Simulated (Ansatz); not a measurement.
# Ir3Os, space group Pm-3m: a comparison of functionals at one structure

With Ansatz 0.2.0 through its Python package.

Notebook, run cell by cell (the value of a cell's last expression is shown):

**Cell 1**
```python
import ansatz
import pandas as pd
```

**Cell 2**
```python
cell = (
    ansatz.Lattice.of((3.848074, 0.0, 0.0), (0.0, 3.848074, 0.0), (0.0, 0.0, 3.848074))
    .atom("Os", (0.0, 0.0, 0.0))
    .atom("Ir", (0.0, 0.5, 0.5))
    .atom("Ir", (0.5, 0.5, 0.0))
    .atom("Ir", (0.5, 0.0, 0.5))
)
```

**Cell 3**
```python
cell.resolved().sites[-1]
```
Output:
```text
Site(symbol='Ir', position=(0.5, 0.0, 0.5), moment=None, axis=None, held=None, saved=None)
```

**Cell 4**
```python
calculation = cell.calculation().occupations("fermi_dirac", width=0.15).kpoints(6, 6, 6).basis(550)
```

**Cell 5**
```python
rows = []
for value in ["pbesol", "lda", "blyp"]:
    r = calculation.functional(value).run(threads=1, backend="cpu").report
    rows.append((value, r["free_energy_ev"] / len(r["lattice"]["sites"]), r["n_iterations"], r["n_kpoints"]))
```

**Cell 6**
```python
table = pd.DataFrame(rows, columns=["functional", "F/atom (eV)", "iterations", "k-points"])
table.round(5)
```
Output:
```text
  functional  F/atom (eV)  iterations  k-points
0     pbesol -11662.04202           6        20
1        lda -11527.15677           6        20
2       blyp -11822.84342           6        20
```

Reading the output:
- No spin polarisation was allowed.
- BLYP can be off by several per cent in the lattices of metals, and by several GPa in the pressure at a fixed cell.
- For a metal this k-point mesh is coarse: on a finer one energies can move by several to tens of meV an atom and pressures by half a GPa or more, differences at one mesh by less.
- The smearing is wide enough that free energy and stress hold a thermal part of the electrons.
- Spin-orbit coupling, which matters for elements this heavy, is left out.
- The structure comes from a database of computed cells and needn't be a stable or known phase.
- Total energies of different functionals can't be compared; pressures, moments and gaps at this one structure can.
- Run time: 8.1 s on 1 thread of Arm Neoverse V1, on a shared host, peak memory 0.47 GiB.
